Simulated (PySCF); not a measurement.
**[WOF5]−: other functionals and bases at one geometry**

One table from this session's results is given with a row withheld; the runs are named, their logs left out.

Computed with PySCF 2.14.0. Level: several levels, as the steps say, no spin–orbit coupling.

2 further runs of the same task are left out: 2 for a known fault of the program.

## The system as given

7 atoms, charge -1, spin multiplicity 1.

Bond lengths: W1–O2 1.743 Å, W1–F3 1.909 Å, W1–F4 1.908 Å, W1–F5 1.908 Å, W1–F6 1.977 Å, W1–F7 1.909 Å. Angles: O2–W1–F3 95.0°, O2–W1–F4 94.3°, O2–W1–F5 94.6°, O2–W1–F6 179.5°, O2–W1–F7 94.5°, F3–W1–F4 89.7°, F3–W1–F5 89.5°, F3–W1–F6 85.5°, F3–W1–F7 170.5°, F4–W1–F5 171.0°, F4–W1–F6 85.4°, F4–W1–F7 89.8°, F5–W1–F6 85.7°, F5–W1–F7 89.6°, F6–W1–F7 85.0°.

As a file:

```tsv
atom	x (Å)	y (Å)	z (Å)
W1	0.0705	-0.0439	0.0486
O2	1.2895	-0.7441	1.0783
F3	-0.0540	1.5899	1.0275
F4	-1.3905	-0.7454	1.0561
F5	1.3219	0.7807	-1.1330
F6	-1.3194	0.7335	-1.1223
F7	-0.0210	-1.5491	-1.1223
```

Formal oxidation states: W +6. An earlier session relaxed this geometry at BP86, W def2-SVP with ECP60, O def2-SVP, F def2-SVP (singlet, point group C4v).

At BP86 on the finer grid: E = -641.613647 Eh, HOMO -3.22 eV, LUMO 0.85 eV, Mulliken charge on W1 +1.18 e, largest force component 0.040 eV/Å. 

Levels to run: CAM-B3LYP; TPSSh; wB97X; BLYP; BP86, TZVP; BP86, x2c-SVP. Hardware: 2 threads of Arm Neoverse N1, shared host.

The first run:

run.py (the lines that set the calculation) reads:

```python
mol = gto.M(atom='''
W      0.07048    -0.04390     0.04855
O      1.28953    -0.74409     1.07834
F     -0.05404     1.58992     1.02750
F     -1.39048    -0.74536     1.05613
F      1.32191     0.78074    -1.13301
F     -1.31937     0.73348    -1.12229
F     -0.02105    -1.54909    -1.12235''',
    basis={'W': 'def2-SVP', 'O': 'def2-SVP', 'F': 'def2-SVP'},
    ecp={'W': 'def2-SVP'},
    charge=-1, spin=0)
mf = dft.RKS(mol, xc='CAMB3LYP')
mf.grids.atom_grid = (75, 302)
mf = mf.density_fit()  # fitting sets: W def2-universal-JKFIT, O def2-universal-JKFIT, F def2-universal-JKFIT
mf.conv_tol = 1e-08; mf.max_cycle = 55
mf.kernel(dm0)  # dm0: the density of the relaxed state
```

Command:

```
OMP_NUM_THREADS=2 python run.py
```

Steps of the session up to this table: CAM-B3LYP; TPSSh; wB97X; BLYP; BP86, TZVP; BP86, x2c-SVP.

One of the session's tables, all rows but one given; the rest of the session is left out.

| level | HOMO (eV) | gap (eV) | charge on W1 (e) | dipole (D) | largest force component (eV/Å) |
| --- | --- | --- | --- | --- | --- |
| BP86 (relaxed here) | -3.22 | 4.08 | 1.18 | 0.54 | 0.04 |
| CAM-B3LYP | -6.60 | 9.21 | 1.42 | 0.74 | 1.31 |
| TPSSh | -4.11 | 5.25 | 1.41 | 0.63 | 0.51 |
| wB97X | -7.62 | 11.32 | 1.52 | 0.77 | 1.53 |
| BLYP | -3.01 | 4.08 | 1.13 | 0.54 | 0.30 |
| BP86, TZVP | ? | ? | ? | ? | ? |
| BP86, x2c-SVP | -3.49 | 3.96 | 0.94 | 0.59 | 0.84 |

Q: Estimate the row for BP86, TZVP from the others.

As computed: HOMO (eV): -3.60; gap (eV): 4.22; charge on W1 (e): 1.48; dipole (D): 0.61; largest force component (eV/Å): 0.25. In the column «HOMO (eV)» it lies between TPSSh (-4.11) and BP86, x2c-SVP (-3.49).

The dipole of a charged species depends on the origin, so these sizes hold for this origin alone.

In one basis the HOMO–LUMO gap runs from 4.08 eV (BP86) to 11.32 eV (wB97X). The largest leftover force, 1.53 eV/Å with wB97X, stands at a geometry relaxed at another level. Total energies of different levels can't be compared.
